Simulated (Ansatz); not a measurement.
# In3As: the cost of one run

Computed with Ansatz 0.2.0 (DFT PBE, scalar-relativistic, plane waves, PAW, unless a step's input says otherwise).

1 further run of the same task is left out (it didn't finish).

## Step 1: Starting point

It takes space group P2/m (No. 10, monoclinic). Conventional cell: a = 3.970 Å, b = 5.849 Å, c = 4.314 Å, α = 90.00°, β = 107.11°, γ = 90.00°. In (site symmetry 2) is surrounded by 1 As at 1.77 Å. In (site symmetry 2/m) has 4 In at 2.30 Å as nearest neighbours. As (site symmetry 2/m) is surrounded by 2 In at 1.77 Å.

As a file:

```xyz
4
Lattice="3.9704 0.0000 0.0000 0.0000 5.8486 0.0000 -1.2692 0.0000 4.1230" Properties=species:S:1:pos:R:3 pbc="T T T"
In    1.9852    4.6963    0.0000
In    1.9852    1.1523    0.0000
In    0.0000    0.0000    0.0000
As    1.9852    2.9243    0.0000
```

The cell is invented: random cell by space group and Wyckoff sites (P2/m, No. 10). The dimensions are guesses.

## Step 2: The guess as it stands, on a coarse mesh

input.yaml

```yaml
crystal:
  lattice:
    - [3.97036797, 0.0, 0.0]
    - [0.0, 5.84858612, 0.0]
    - [-1.26916512, 0.0, 4.12304201]
  atoms:
    - { symbol: In, position: [0.5, 0.8029736, 0.0] }
    - { symbol: In, position: [0.5, 0.1970264, 0.0] }
    - { symbol: In, position: [0.0, 0.0, 0.0] }
    - { symbol: As, position: [0.5, 0.5, 0.0] }
basis:
  ecutwfc: 420
kpoints:
  mp_grid: { grid: [4, 4, 4] }
hamiltonian:
  xc: pbe
scf:
  occupations: { method: gaussian, width: 0.1 }
  lower_state_search: "off"
output:
  forces: true
  stress: true
  eigenvalues: true
```

On the command line:

```bash
$ ansatz run input.yaml --threads 1 --pin off --max-ram 2560MiB --backend cpu --events-out ev --progress --plain --runs-dir out
```

**Question.** How long does this run take on 1 thread of Intel Xeon 6975P-C (Granite Rapids), shared host, and how much memory does it need?

About 3.6 s, with a peak of 0.45 GiB.
